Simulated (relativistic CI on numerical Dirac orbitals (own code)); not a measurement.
**Ce³⁰⁺: how the levels respond to the fine-structure constant and the nuclear radius**

How sensitive are the low transitions of Ce³⁰⁺ to a change of α? Wanted is q = dE/dx with x = (α/α0)² − 1, and the field-shift factor by the mean square nuclear radius, for the lowest 30 levels.

Method: Dirac-Coulomb-Breit CI, KLI orbitals optimised for each configuration, derivatives by finite differences. Code: relativistic CI on numerical Dirac orbitals (own code) version 2.

## Step 1: The atom as given

| Quantity | Value |
| --- | --- |
| ion | Ce³⁰⁺ (Ce XXXI) |
| nuclear charge | 58 |
| electrons | 28 |
| isotope | A = 140 |
| first configuration | [Ar] 3d10 |

Outer shells as boxes (Hund's rule):

[Ar] 3d10
```
[Ar] core
3d [↑↓][↑↓][↑↓][↑↓][↑↓]
```

## Step 2: Levels and derivatives

The run's settings:

```ini
atom Ce  Z=58  charge=30  electrons=28
nucleus A=140  rms_radius_fm=4.8771
hamiltonian dirac-coulomb  breit=on  qed=off  c_scale=1
orbitals kli  potential=per-configuration
slater_scale 1
correlation none
mixing on
configurations
  [Ar] 3d10
  [Ar] 3d9 4s
  [Ar] 3d9 4p
  [Ar] 3d9 4d
  [Ar] 3d9 4f
  [Ne] 3s2 3p5 3d10 4s
  [Ar] 3d8 4s2
  [Ne] 3s2 3p5 3d10 4p
end
derivatives alpha2 +-0.01 radius +-1%
```

**Question.** What will these runs give? Wanted: lowest level; largest q in size, lowest 30 levels; largest field-shift factor among them.

The runs gave:

| quantity | value |
| --- | --- |
| lowest level | 3d10 1S0 |
| largest q in size, lowest 30 levels | -458000 cm⁻¹ (3d9 4s 3D3) |
| largest field-shift factor among them | 415 GHz/fm² (3d9 4s 3D1) |

**Reading.** Among these levels the largest q belongs to 3d9 4s 3D3, a change of configuration. K = 2q/E, the relative sensitivity of a level, hangs on the computed energy: between configurations that lie close it can be off by a factor of several.
